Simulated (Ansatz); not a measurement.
# CH₅ClN₂Si₂: one species, many methods

One table from this session's results is given with a row withheld; the runs are named, their logs left out.

Method: functionals in def2-TZVPP, the program's frozen cores in correlated methods; program: Ansatz 0.2.0, Gaussian basis.

Plan: LDA (SPW92), PBE-D4, revPBE-D4, BLYP-D4, r2SCAN-D4, B97M-V, PBE0-D4, B3LYP-D4, r2SCANh-D4, r2SCAN0-D4, HSE06-D4, BHLYP-D4, CAM-B3LYP-D4, LC-ωPBE, ωB97X-V, ωB97M-V, B2PLYP, PBE-QIDH; CCSD(T)/def2-SVP; CCSD(T)/def2-TZVPP; MP2/def2-QZVPP; extrapolation to the limit; RPA on PBE.

## Structure used throughout

All runs share one geometry, relaxed beforehand with PBE0-D4 in a triple-zeta def2 set.

SMILES `N=C1N([SiH3])[SiH]1Cl`, 11 atoms, charge 0, spin multiplicity 1.

Atoms are counted from 1 here; the program's logs count them from 0.

Bond lengths: N1–C2 1.254 Å, N1–H7 1.022 Å, C2–N3 1.417 Å, C2–Si5 1.804 Å, N3–Si4 1.739 Å, N3–Si5 1.722 Å, Si4–H8 1.485 Å, Si4–H9 1.482 Å, Si4–H10 1.485 Å, Si5–Cl6 2.032 Å, Si5–H11 1.474 Å. Angles: C2–N1–H7 112.6°, N1–C2–N3 137.9°, N1–C2–Si5 158.8°, N3–C2–Si5 63.3°, C2–N3–Si4 134.2°, C2–N3–Si5 69.4°, Si4–N3–Si5 156.3°, N3–Si4–H8 109.7°, N3–Si4–H9 107.1°, N3–Si4–H10 110.3°, H8–Si4–H9 110.5°, H8–Si4–H10 108.8°, H9–Si4–H10 110.3°, C2–Si5–N3 47.3°, C2–Si5–Cl6 123.4°, C2–Si5–H11 126.4°, N3–Si5–Cl6 118.7°, N3–Si5–H11 119.1° and more.

Coordinates:

```xyz
11
charge 0, multiplicity 1
N     1.19338    0.30031   -1.98646
C     0.15535    0.22740   -1.28639
N    -0.18912   -0.06997    0.05554
Si    0.72188   -0.47675    1.48036
Si   -1.59551    0.31723   -0.85981
Cl   -2.56397    2.06100   -0.47213
H     2.04121    0.09126   -1.45546
H     1.54998   -1.68130    1.21805
H    -0.25501   -0.74524    2.56134
H     1.61595    0.64651    1.85971
H    -2.60873   -0.72767   -1.09415
```

Set-up of the first run:

in.yaml

```yaml
crystal:
  periodic: [false, false, false]
  atoms:
    - {symbol: N, position_ang: [1.193375, 0.300307, -1.986463]}
    - {symbol: C, position_ang: [0.155353, 0.227403, -1.286394]}
    - {symbol: N, position_ang: [-0.189122, -0.069972, 0.055536]}
    - {symbol: Si, position_ang: [0.721879, -0.476748, 1.480365]}
    - {symbol: Si, position_ang: [-1.595511, 0.317233, -0.859811]}
    - {symbol: Cl, position_ang: [-2.563973, 2.061004, -0.472131]}
    - {symbol: H, position_ang: [2.041207, 0.091259, -1.455457]}
    - {symbol: H, position_ang: [1.549983, -1.681299, 1.218046]}
    - {symbol: H, position_ang: [-0.255010, -0.745237, 2.561342]}
    - {symbol: H, position_ang: [1.615953, 0.646515, 1.859712]}
    - {symbol: H, position_ang: [-2.608734, -0.727666, -1.094146]}
basis:
  gaussian: {orbitals: def2-TZVPP}
hamiltonian: {xc: lda}
output: {orbitals: {seedname: orbitals}}
```

Steps of the session up to this table: LDA; PBE-D4 (GGA); revPBE-D4 (GGA); BLYP-D4 (GGA); r2SCAN-D4 (meta-GGA); B97M-V (meta-GGA); PBE0-D4 (hybrid); B3LYP-D4 (hybrid); r2SCANh-D4 (hybrid); r2SCAN0-D4 (hybrid); HSE06-D4 (hybrid); BHLYP-D4 (hybrid); CAM-B3LYP-D4 (range-separated); LC-ωPBE (range-separated); ωB97X-V (range-separated); ωB97M-V (range-separated); B2PLYP (double hybrid); PBE-QIDH (double hybrid).

One table of the session follows, with a row left open; its other results are not shown here.

It belongs to the step «Orbital energies across the functionals». 

| functional | HOMO (eV) | gap (eV) |
| --- | --- | --- |
| LDA (SPW92) | -6.10 | 4.28 |
| PBE-D4 | ? | ? |
| revPBE-D4 | -5.94 | 4.46 |
| BLYP-D4 | -5.86 | 4.43 |
| r2SCAN-D4 | -6.27 | 4.93 |
| B97M-V | -6.44 | 5.02 |
| PBE0-D4 | -7.32 | 6.58 |
| B3LYP-D4 | -7.08 | 6.15 |
| r2SCANh-D4 | -6.76 | 5.73 |
| r2SCAN0-D4 | -7.50 | 6.92 |
| HSE06-D4 | -6.92 | 5.81 |
| BHLYP-D4 | -8.55 | 8.71 |
| CAM-B3LYP-D4 | -8.64 | 8.93 |
| LC-ωPBE | -9.94 | 11.39 |
| ωB97X-V | -9.63 | 10.93 |
| ωB97M-V | -9.52 | 10.55 |

Q: Estimate the row for PBE-D4 from the others.

**Answer.** HOMO (eV): -5.99; gap (eV): 4.41. In the column «HOMO (eV)» it lies between LDA (SPW92) (-6.10) and revPBE-D4 (-5.94).
